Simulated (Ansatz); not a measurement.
**HF with HBr: structure and interaction energy**

Aim: relax the pair, then compute its interaction energy with counterpoise at many levels, up to CCSD(T).

Method: PBE0-D4 structure, single points in def2-TZVPPD; program: Ansatz 0.2.0, Gaussian basis.

Levels: PBE-D4, revPBE-D4, BLYP-D4, r2SCAN-D4, B97M-V, PBE0-D4, B3LYP-D4, HSE06-D4, wB97X-V, wB97M-V, B2PLYP, Hartree-Fock, MP2, CCSD, CCSD(T). The reference is CCSD(T) extrapolated to the basis limit. For elements past Ar these valence bases correlate outer-core shells poorly and lack relativity, so that limit is rough.

Cores are frozen in the correlated methods. Filled d shells of the heavier atoms are correlated. B3LYP uses VWN-RPA correlation. B2PLYP carries no dispersion term here.

176 further runs of the same task are left out: 176 set aside as unsound or not needed.

### Step 1. Starting geometry

The pair, from a GFN2-xTB docking trial: 4 atoms, charge 0, spin multiplicity 1.

Atoms are counted from 1 here; the program's logs count them from 0.

Bond lengths: F1–H2 0.934 Å, Br3–H4 1.402 Å.

Coordinates:

```xyz
4
BrFH2
F    -0.2379    0.1120   -1.1620
H    -0.0466   -0.0567   -2.0603
Br    0.3825   -0.1671    2.2550
H    -0.0980    0.1118    0.9673
```

Atoms 1 to 2 are fragment A (HF), the rest fragment B (HBr).

### Step 2. A first relaxation in a small basis

File pre/in.yaml:

```yaml
crystal:
  periodic: [false, false, false]
  atoms:
    - {symbol: F, position_ang: [-0.237900, 0.112000, -1.162000]}
    - {symbol: H, position_ang: [-0.046600, -0.056700, -2.060300]}
    - {symbol: Br, position_ang: [0.382500, -0.167100, 2.255000]}
    - {symbol: H, position_ang: [-0.098000, 0.111800, 0.967300]}
basis:
  gaussian: {orbitals: def2-SVP}
hamiltonian: {xc: pbe, dispersion: d4}
relax: {f_tol: 0.03, max_steps: 250}
```

Command:

```sh
> ansatz run in.yaml --threads 2 --pin off --events-out ev --progress --plain --max-ram 5222MiB
```

After this run come: Relaxation at PBE0-D4; PBE-D4/def2-TZVPPD; r2SCAN-D4/def2-TZVPPD; PBE0-D4/def2-TZVPPD; B3LYP-D4/def2-TZVPPD; wB97X-V/def2-TZVPPD; wB97M-V/def2-TZVPPD; B2PLYP/def2-TZVPPD; BLYP-D4/def2-TZVPPD; revPBE-D4/def2-TZVPPD; B97M-V/def2-TZVPPD; HSE06-D4/def2-TZVPPD; CCSD(T)/def2-TZVPPD; MP2/def2-QZVPPD; Vibrations of the pair.

What does the calculation give? Wanted: interaction energy, CCSD(T)/CBS; of it Hartree-Fock; D4 term of PBE0-D4; shortest contact; lowest wavenumber.

The runs gave:

| quantity | value |
| --- | --- |
| interaction energy, CCSD(T)/CBS | -99 meV |
| of it Hartree-Fock (basis limit) | -45 meV |
| D4 term of PBE0-D4 | -13 meV |
| shortest contact | F1–H4 2.06 Å |
| lowest wavenumber | 90 cm⁻¹ |

In words: The pair is bound by 99 meV at fixed fragment shapes. Hartree-Fock gives 46 % of it, so electrostatics and correlation both count. The functionals run from wB97X-V, off by -1 meV, to revPBE-D4, off by +18 meV, against CCSD(T)/CBS. B3LYP-D4, wB97M-V are as near within the digits shown. By rung, the mean size of the error is: GGA 14, meta-GGA 10, hybrid 5, screened hybrid 9, range-separated hybrid 1, double hybrid 14 meV. PBE-D4 gives an interaction energy 13 meV too low, an error of 14 % of the reference. CCSD(T) moves by -17 meV from triple zeta to the limit; gaps between functionals far smaller than that don't rank them. A lower arrangement may exist.
